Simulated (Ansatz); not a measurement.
# BLYP/aug-cc-pVDZ run of B2O2 (diboron dioxide)

Aim: the electronic atomisation energy of B2O2 (diboron dioxide) at BLYP/aug-cc-pVDZ, from 3 runs. 

The results are computed with Ansatz 0.2.0.

47 further runs of the same task are left out: 5 that didn't finish, 42 set aside as unsound or not needed.

### 1 The molecule

The species is B2O2 (4 atoms), meant as a singlet with charge 0. As SMILES, `O=BB=O`. The shape is that of a PBE0-D4/def2-TZVP optimisation.

Bond lengths: O1–B2 1.197 Å, B2–B3 1.640 Å, B3–O4 1.197 Å. Angles: O1–B2–B3 180.0°, B2–B3–O4 180.0°.

### 2 The energy at BLYP/aug-cc-pVDZ

File in.yaml:

```yaml
crystal:
  periodic: [false, false, false]
  atoms:
    - {symbol: O, position_ang: [-0.743090, 0.459760, 1.817650]}
    - {symbol: B, position_ang: [-0.302300, 0.187070, 0.739120]}
    - {symbol: B, position_ang: [0.302150, -0.186920, -0.739220]}
    - {symbol: O, position_ang: [0.743230, -0.459920, -1.817550]}
basis:
  gaussian:
    orbitals: aug-cc-pVDZ
hamiltonian:
  xc: {name: BLYP}
accuracy: high
output: {orbitals: {seedname: orbitals}}
```

On the command line:

```console
$ ansatz run in.yaml --threads 1 --pin off --max-ram 3480MiB --events-out events.jsonl --progress --plain --runs-dir runs
```

Standard output:

```text
Warning: RAYON_NUM_THREADS=1 ignored (pool sized by the plan → 1); use --threads N
Functional definition: BLYP
  name "BLYP"
  parameter beta = 0.0042
  parameter a = 0.04918
  parameter b = 0.132
  parameter c = 0.2533
  parameter d = 0.349
  exchange = b88_x(beta = beta)
  correlation = lyp_c(a = a, b = b, c = c, d = d)
1577 factors; integrals over basis functions are off by at most 2.7e-9 eV
mean field evaluation 1: about -5436.3426 eV, gradient 8.4e1 eV
mean field evaluation 2: about -5325.5605 eV, gradient 2.3e2 eV
mean field evaluation 4: about -5448.4886 eV, gradient 9.6e0 eV
mean field evaluation 8: about -5448.7205 eV, gradient 3.9e-1 eV
mean field evaluation 16: about -5448.7208 eV, gradient 1.9e-6 eV
mean field -5448.72077188 eV, -200.2367950911 hartree, gradient 1.0e-7 eV, S^2 0.000000; 0 other end points of the search recorded, 0 dependent functions left out
reference -5448.72082761 eV, -200.2367971389 hartree; 13, 13 occupied and 79, 79 virtual orbitals, 1577 factors
Total energy: -5448.72082761 eV, -200.2367971389 hartree
```

It took 2.7 s on 1 thread of Intel Xeon 6975P-C (Granite Rapids), shared host; peak memory 0.21 GiB.

### 3 The B atom

File run.yaml:

```yaml
crystal:
  periodic: [false, false, false]
  atoms:
    - {symbol: B, position_ang: [0.000000, 0.000000, 0.000000]}
basis:
  gaussian:
    orbitals: aug-cc-pVDZ
magnetization:
  spin_polarized: true
  initial_magnetization: 1
hamiltonian:
  xc: {name: BLYP}
accuracy: high
```

Run the same way, it converges to -24.64877 Eh (log not shown).

### 4 The O atom

File molecule.yaml:

```yaml
crystal:
  periodic: [false, false, false]
  atoms:
    - {symbol: O, position_ang: [0.000000, 0.000000, 0.000000]}
basis:
  gaussian:
    orbitals: aug-cc-pVDZ
magnetization:
  spin_polarized: true
  initial_magnetization: 2
hamiltonian:
  xc: {name: BLYP}
accuracy: high
```

Run the same way, it converges to -75.06559 Eh (log not shown).

### 5 Summary of results

Level: BLYP/aug-cc-pVDZ.

```
                     quantity          value
       molecule: total energy  -200.23680 Eh
        molecule: HOMO energy       -9.35 eV
        molecule: LUMO energy       -3.22 eV
      molecule: HOMO–LUMO gap        6.12 eV
         B atom: total energy   -24.64877 Eh
                 B atom: ⟨S²⟩          0.753
         O atom: total energy   -75.06559 Eh
                 O atom: ⟨S²⟩          2.003
electronic atomisation energy      21.989 eV
```

**Reading.** Taking the molecule apart into free atoms costs 21.99 eV (2122 kJ/mol), before zero-point energy and without spin-orbit coupling.
